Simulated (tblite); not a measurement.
# B12H14N12 ((6,1) BN nanotube piece): the cost of one run

Computed with tblite 0.8.0 and PySCF 2.14.0 and routines of our own; the level stands in each step. Atoms count from 0.

## (1) The system as given

38 atoms, charge 0, multiplicity 1; geometry from: force field, distance geometry or constructed start.

## (2) Relaxing the molecule with GFN2-xTB

Job settings and geometry (Å):

```
{"job": {"kind": "relax", "xc": "GFN2-xTB", "basis": "xTB"}, "charge": 0, "multiplicity": 1}
B      2.499000     1.029400     0.092000
N      1.720200     2.110900    -0.465500
B      0.716100     2.626600     0.425900
N     -0.614300     2.633300    -0.133500
B     -0.797700     2.572600    -1.559600
N     -1.904600     1.842500    -2.117800
B     -1.626100     2.110000     0.752900
N     -2.393400     1.033900     0.205600
B     -2.455900     0.848100    -1.232100
N     -2.509700    -0.474200    -1.782300
B     -2.564700    -0.096400     1.085500
N     -2.137500    -1.350800     0.535400
B     -2.027100    -1.503600    -0.895300
N     -0.973200    -2.314400    -1.455200
B     -1.317500    -2.133900     1.419100
N     -0.048900    -2.520000     0.873000
B      0.144600    -2.518700    -0.568100
N      1.411500    -2.142400    -1.122200
B      1.072000    -2.312000     1.752700
N      2.123700    -1.503400     1.200700
B      2.229900    -1.345000    -0.236200
N      2.658900    -0.093700    -0.790100
B      2.607600    -0.468800     2.088100
N      2.551600     0.845900     1.527800
H      1.882800     2.484600    -1.415200
H      0.942600     3.018000     1.504600
H     -0.044700     3.126500    -2.271900
H     -2.269500     2.016000    -3.071400
H     -1.804300     2.529100     1.831400
H     -2.859900    -0.671700    -2.737900
H     -3.004900     0.004600     2.163600
H     -1.021700    -2.716100    -2.409800
H     -1.656400    -2.443800     2.494100
H      1.717000    -2.411300    -2.075000
H      1.123800    -2.766000     2.824100
H      3.056700    -0.004800    -1.750300
H      3.001800    -0.696800     3.154600
H      2.566000     1.680400     2.156200
```

Run with:

```sh
> OMP_NUM_THREADS=2 python large_run.py task.json out
```

This one command runs all jobs of the session in turn.

**Question.** How long does this first job take on 2 threads of Arm Neoverse N1, shared host, and how much memory does it need?

About 2.3 s, with a peak of 0.16 GiB.
